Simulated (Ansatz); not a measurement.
Working through a comparison of functionals at one structure of FeO, space group R-3m

With the Python package of Ansatz (0.2.0).

Typed at the interpreter:
```pycon
>>> import warnings
>>> import ansatz as az
>>> import numpy as np
>>> warnings.simplefilter("ignore", az.DeckWarning)
>>> vectors = np.array([
...     [1.518821, 0.876892, 2.519577],
...     [-1.518821, 0.876892, 2.519577],
...     [0.0, -1.753783, 2.519577],
... ])
>>> feo = (
...     az.Lattice.of(vectors)
...     .atom("Fe", (0.0, 0.0, 0.0))
...     .atom("O", (0.5, 0.5, 0.5))
...     .moments(Fe=4.5)
... )
>>> base = (
...     feo.calculation()
...     .basis(34 * az.Ry)
...     .kpoints(10, center="gamma")
...     .occupations(az.OccupationsMethod.FERMI_DIRAC, width=0.15)
...     .spin("collinear")
...     .scf(tolerance=1e-07)
...     .stress()
... )
>>> rows = []
>>> for value in ["blyp", "lda", "r2scan", "rpbe", "pbe"]:
...     r = base.functional(value).run().report
...     rows.append((value, r["free_energy_ev"] / len(r["lattice"]["sites"]), r["n_iterations"], sum(r["stress_gpa"][i][i] for i in range(3)) / 3, r["magnetization_mub"], r["n_kpoints"]))
...

>>> print("  functional   F/atom (eV)    iterations       P (GPa)  moment (muB)      k-points")
  functional   F/atom (eV)    iterations       P (GPa)  moment (muB)      k-points
>>> for row in rows:
...     print(f"{str(row[0]):>12s}  {row[1]:12.5f}  {row[2]:12d}  {row[3]:12.3f}  {row[4]:12.3f}  {row[5]:12d}")
...
        blyp   -2528.49668            11         6.091         3.966           116
         lda   -2487.10824            11       -16.329         3.952           116
      r2scan   -2527.17031             2        -6.102         4.002           282
        rpbe   -2526.88071            11         4.856         3.990           116
         pbe   -2523.58804            11        -0.731         3.984           116
```

Caveats:
- The cutoff lies under the one recommended for these potentials in some of the runs.
- The magnetic order follows from the starting moments and needn't be the lowest.
- Under the recommended cutoff a pressure can be off by several GPa, even in sign.
- BLYP can be off by several per cent in the lattices of metals, and by several GPa in the pressure at a fixed cell.
- The mesh is modest for a metal, so energies can be off by several to tens of meV an atom and pressures by half a GPa or more; differences at equal mesh fare better.
- The overall sign of a collinear moment is arbitrary, and semilocal functionals can give small moments to compounds that are paramagnetic.
- Within a few hundredths of an angstrom the cell has the higher group Fm-3m; the lower one is a small distortion.
- The smearing is wide enough that free energy and stress hold a thermal part of the electrons.
- The program warned that this SCF threshold is loose for forces or stresses.
- With one magnetic atom the cell can hold only ferromagnetic order.
- Pressure is positive in compression.
- Without a Hubbard U or exact exchange, semilocal functionals often make such 3d compounds metallic or too weakly gapped.
- r2SCAN tends to overestimate the moments of itinerant magnets.
- The starting cell is as deposited in a crystallographic database; the results hold for this polymorph, which needn't be the stable one.
- Total energies of different functionals can't be compared; pressures, moments and gaps at this one structure can.
- The script silences the warnings on its input, which a real study should read.
- Finished in 2.7 min on 1 thread of Arm Neoverse V2, with other jobs on the host, peak memory 0.98 GiB.

(Lines on the test bed's own set-up are left out of the output.)
